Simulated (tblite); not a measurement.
# C7H8O2Si: the cost of one run

Computed with tblite 0.8.0 and PySCF 2.14.0, with density-fitted response routines of our own, on a single molecule in the gas phase. Atoms are numbered from 0 throughout.

## 1. The molecule as given

18 atoms, charge 0, multiplicity 1; geometry from: force field or distance geometry start.

Bonds of the start (Å): C0–C1 1.48, C1–C2 1.20, C2–Si3 1.83, Si3–O4 1.70, Si3–C5 1.84, C5–C6 1.39, C6–C7 1.39, C7–O8 1.30, O8–C9 1.29, C9–C5 1.37, C0–H10 1.12, C0–H11 1.11, C0–H12 1.10, Si3–H13 1.48, O4–H14 1.01, C6–H15 1.08, C7–H16 1.08, C9–H17 1.08.

## 2. Geometry optimisation with GFN2-xTB

What the job is given:

```
{"job": {"kind": "relax", "xc": "GFN2-xTB", "basis": "xTB"}, "charge": 0, "multiplicity": 1}
C      3.785900    -0.838100    -0.825100
C      2.502000    -0.225900    -0.404100
C      1.481300     0.279600    -0.029000
Si    -0.074500     1.071200     0.530600
O     -0.064500     2.698300     0.023500
C     -1.516900     0.153700    -0.138300
C     -1.672500    -1.217800    -0.305300
C     -2.936400    -1.391200    -0.848400
O     -3.449500    -0.207300    -0.984300
C     -2.676000     0.739400    -0.581900
H      4.594000    -0.153000    -0.460200
H      3.892000    -1.836500    -0.361300
H      3.746100    -0.874900    -1.920000
H     -0.179200     1.035100     2.002200
H     -0.194000     3.354500     0.781600
H     -0.974200    -2.006200    -0.047200
H     -3.335400    -2.365800    -1.085500
H     -2.937100     1.791300    -0.623600
```

On the command line:

```
$ OMP_NUM_THREADS=1 python probes_run.py task.json out
```

The driver reads the jobs from task.json and runs them one after another.

Q: Estimate the wall time of this first job on 1 thread of Arm Neoverse N1, shared host.

About 1.1 s.
